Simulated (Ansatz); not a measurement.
# H5N3OW: one species, many methods

One table from this session's results is given with a row withheld; the runs are named, their logs left out.

The runs use Ansatz 0.2.0, Gaussian basis; functionals in def2-TZVPP, the program's frozen cores in correlated methods.

The runs, in order: LDA (SPW92), PBE-D4, revPBE-D4, BLYP-D4, r2SCAN-D4, B97M-V, PBE0-D4, B3LYP-D4, r2SCANh-D4, r2SCAN0-D4, HSE06-D4, BHLYP-D4, CAM-B3LYP-D4, LC-ωPBE, ωB97X-V, ωB97M-V, B2PLYP, PBE-QIDH; CCSD(T)/def2-SVP; CCSD(T)/def2-TZVPP; MP2/def2-QZVPP; extrapolation to the limit; RPA on PBE.

### The geometry

The geometry comes from an earlier relaxation with PBE0-D4 in a triple-zeta def2 set; it is a stationary point, not always the lowest conformer. W takes the def2 core potential; no spin-orbit term is included.

SMILES `[NH]=[W](=[NH])([NH2])[OH]`, 10 atoms, charge 0, spin multiplicity 1.

Atoms are counted from 1 here; the program's logs count them from 0.

Bond lengths: N1–W2 1.753 Å, N1–H6 1.007 Å, W2–N3 1.755 Å, W2–N4 1.951 Å, W2–O5 1.912 Å, N3–H7 1.007 Å, N4–H8 1.007 Å, N4–H9 1.007 Å, O5–H10 0.959 Å. Angles: W2–N1–H6 158.5°, N1–W2–N3 114.9°, N1–W2–N4 106.9°, N1–W2–O5 107.7°, N3–W2–N4 106.6°, N3–W2–O5 109.0°, N4–W2–O5 111.9°, W2–N3–H7 155.6°, W2–N4–H8 123.4°, W2–N4–H9 123.3°, H8–N4–H9 111.5°, W2–O5–H10 119.2°.

Set-up of the first run:

in.yaml reads:

```yaml
crystal:
  periodic: [false, false, false]
  atoms:
    - {symbol: N, position_ang: [-1.341173, 0.328690, -1.244409]}
    - {symbol: W, position_ang: [0.043807, 0.181559, -0.180036]}
    - {symbol: N, position_ang: [1.253528, -0.979832, -0.696693]}
    - {symbol: N, position_ang: [-0.628385, -0.444046, 1.541689]}
    - {symbol: O, position_ang: [0.856719, 1.906715, -0.043562]}
    - {symbol: H, position_ang: [-1.930877, 0.160997, -2.042765]}
    - {symbol: H, position_ang: [1.656535, -1.677671, -1.301385]}
    - {symbol: H, position_ang: [-0.131869, -1.096957, 2.126559]}
    - {symbol: H, position_ang: [-1.590154, -0.350548, 1.826733]}
    - {symbol: H, position_ang: [1.811869, 1.971073, 0.013868]}
basis:
  gaussian: {orbitals: def2-TZVPP}
hamiltonian: {xc: lda}
output: {orbitals: {seedname: orbitals}}
```

Started as:

```console
$ ansatz run in.yaml --threads 4 --pin off --events-out ev --progress --plain --max-ram 10444MiB
```

Steps of the session up to this table: LDA; PBE-D4 (GGA); revPBE-D4 (GGA); BLYP-D4 (GGA); r2SCAN-D4 (meta-GGA); B97M-V (meta-GGA); PBE0-D4 (hybrid); B3LYP-D4 (hybrid); r2SCANh-D4 (hybrid); r2SCAN0-D4 (hybrid); HSE06-D4 (hybrid); BHLYP-D4 (hybrid); CAM-B3LYP-D4 (range-separated); LC-ωPBE (range-separated); ωB97X-V (range-separated); ωB97M-V (range-separated); B2PLYP (double hybrid); PBE-QIDH (double hybrid).

One table of the session follows, with a row left open; its other results are not shown here.

It belongs to the step «Frontier levels by functional». 

| functional | HOMO (eV) | gap (eV) |
| --- | --- | --- |
| LDA (SPW92) | -6.16 | 4.76 |
| PBE-D4 | -5.95 | 4.76 |
| revPBE-D4 | -5.88 | 4.76 |
| BLYP-D4 | -5.82 | 4.72 |
| r2SCAN-D4 | -6.24 | 5.18 |
| B97M-V | -6.26 | 5.29 |
| PBE0-D4 | -7.27 | 6.91 |
| B3LYP-D4 | -7.04 | 6.44 |
| r2SCANh-D4 | -6.73 | 5.99 |
| r2SCAN0-D4 | -7.47 | 7.20 |
| HSE06-D4 | -6.87 | 6.13 |
| BHLYP-D4 | -8.48 | 9.03 |
| CAM-B3LYP-D4 | -8.63 | 9.32 |
| LC-ωPBE | -9.98 | 11.84 |
| ωB97X-V | -9.61 | 11.35 |
| ωB97M-V | ? | ? |

Q: Estimate the row for ωB97M-V from the others.

The run gave: HOMO (eV): -9.53; gap (eV): 10.98. In the column «HOMO (eV)» it lies between ωB97X-V (-9.61) and CAM-B3LYP-D4 (-8.63).
